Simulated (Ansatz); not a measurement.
# C2H3IS: basis-set convergence

An exercise on one series of results from a longer session: the logs are not shown, and one member is left open.

Program: Ansatz 0.2.0, Gaussian basis. Level of theory: one geometry, several basis sets. These are calculated values, not measurements.

The runs, in order: PBE0-D4/def2-SVP; ωB97M-V/def2-SVP; PBE0-D4/def2-QZVPP; ωB97M-V/def2-QZVPP; the functionals' def2-TZVPP values are taken from earlier runs.

### The geometry

An earlier PBE0-D4 in a triple-zeta def2 set relaxation fixed the geometry. I takes the def2 core potential; no spin-orbit term is included.

SMILES `C=C(S)I`, 7 atoms, charge 0, spin multiplicity 1.

Atoms are counted from 1 here; the program's logs count them from 0.

Bond lengths: C1–C2 1.326 Å, C1–H5 1.085 Å, C1–H6 1.081 Å, C2–S3 1.745 Å, C2–I4 2.092 Å, S3–H7 1.347 Å. Angles: C2–C1–H5 120.6°, C2–C1–H6 121.5°, H5–C1–H6 117.9°, C1–C2–S3 128.2°, C1–C2–I4 120.9°, S3–C2–I4 110.9°, C2–S3–H7 96.3°.

The first run:

Contents of in.yaml:

```yaml
crystal:
  periodic: [false, false, false]
  atoms:
    - {symbol: C, position_ang: [-0.087627, 0.922883, -0.221712]}
    - {symbol: C, position_ang: [-0.304995, -0.375913, -0.068966]}
    - {symbol: S, position_ang: [0.766415, -1.578099, 0.604011]}
    - {symbol: I, position_ang: [-2.114924, -1.239420, -0.663096]}
    - {symbol: H, position_ang: [0.853133, 1.365820, 0.088216]}
    - {symbol: H, position_ang: [-0.834288, 1.573578, -0.655608]}
    - {symbol: H, position_ang: [1.783586, -0.736951, 0.871355]}
basis:
  gaussian: {orbitals: def2-SVP}
hamiltonian: {xc: pbe0, dispersion: d4}
output: {orbitals: {seedname: orbitals}}
```

Started as:

```
$ ansatz run in.yaml --threads 2 --pin off --events-out ev --progress --plain --max-ram 4352MiB
```

Among the steps run: PBE0-D4 in def2-SVP; ωB97M-V in def2-SVP; PBE0-D4 in def2-QZVPP; ωB97M-V in def2-QZVPP.

One table of the session follows, with a row left open; its other results are not shown here.

It belongs to the step «Density functionals: the series». 

| functional | basis | HOMO (eV) |
| --- | --- | --- |
| PBE0-D4 | def2-SVP | -6.71 |
| PBE0-D4 | def2-TZVPP | -6.81 |
| PBE0-D4 | def2-QZVPP | -6.83 |
| ωB97M-V | def2-SVP | ? |
| ωB97M-V | def2-TZVPP | -8.91 |
| ωB97M-V | def2-QZVPP | -8.93 |

Estimate the missing values for ωB97M-V, def2-SVP.

**Answer.** HOMO (eV): -8.80. In the column «HOMO (eV)» it lies between ωB97M-V, def2-TZVPP (-8.91) and PBE0-D4, def2-QZVPP (-6.83).
